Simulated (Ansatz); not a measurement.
# C2H4N2Si: the cost of one run

Method: the settings change from run to run; program: Ansatz 0.2.0, Gaussian basis.

### 1 The geometry

The structure was relaxed beforehand with PBE0-D4 in a triple-zeta def2 set.

SMILES `N=C1N=C[SiH2]1`, 9 atoms, charge 0, spin multiplicity 1.

Atoms are counted from 1 here; the program's logs count them from 0.

Bond lengths: N1–C2 1.253 Å, N1–H6 1.024 Å, C2–N3 1.451 Å, C2–Si5 1.901 Å, N3–C4 1.291 Å, C4–Si5 1.887 Å, C4–H7 1.088 Å, Si5–H8 1.486 Å, Si5–H9 1.486 Å. Angles: C2–N1–H6 110.2°, N1–C2–N3 127.5°, N1–C2–Si5 141.2°, N3–C2–Si5 91.3°, C2–N3–C4 102.6°, N3–C4–Si5 97.2°, N3–C4–H7 120.6°, Si5–C4–H7 142.2°, C2–Si5–C4 68.9°, C2–Si5–H8 119.2°, C2–Si5–H9 119.2°, C4–Si5–H8 117.9°, C4–Si5–H9 117.9°, H8–Si5–H9 109.2°.

Geometry (Å):

```
N    -0.13998    2.06964    0.53540
C     0.00872    0.87976    0.17168
N     0.97259    0.36133   -0.78114
C     0.70584   -0.90201   -0.79192
Si   -0.70397   -0.85828    0.46228
H     0.53508    2.67315    0.05671
H     1.27232   -1.58135   -1.42497
H    -2.07480   -1.16905   -0.02089
H    -0.48741   -1.51958    1.77567
```

### 2 revPBE/cc-pVDZ

This run has coordinates scaled by 0.92, D3(BJ) with three-body dispersion, high accuracy.

Contents of in.yaml:

```yaml
crystal:
  periodic: [false, false, false]
  atoms:
    - {symbol: N, position_ang: [-0.128783, 1.904070, 0.492566]}
    - {symbol: C, position_ang: [0.008024, 0.809376, 0.157943]}
    - {symbol: N, position_ang: [0.894783, 0.332420, -0.718651]}
    - {symbol: C, position_ang: [0.649375, -0.829847, -0.728565]}
    - {symbol: Si, position_ang: [-0.647651, -0.789621, 0.425298]}
    - {symbol: H, position_ang: [0.492272, 2.459300, 0.052169]}
    - {symbol: H, position_ang: [1.170533, -1.454839, -1.310976]}
    - {symbol: H, position_ang: [-1.908812, -1.075528, -0.019222]}
    - {symbol: H, position_ang: [-0.448413, -1.398017, 1.633614]}
basis:
  gaussian: {orbitals: cc-pVDZ}
hamiltonian: {xc: {name: revPBE}, dispersion: d3bjatm}
accuracy: high
```

On the command line:

```bash
> ansatz run in.yaml --threads 2 --pin off --events-out ev --progress --plain --max-ram 4352MiB
```

**Question.** How long does this run take on 2 threads of Arm Neoverse V1, shared host, and how much memory does it need?

About 4 s, with a peak of 0.43 GiB.
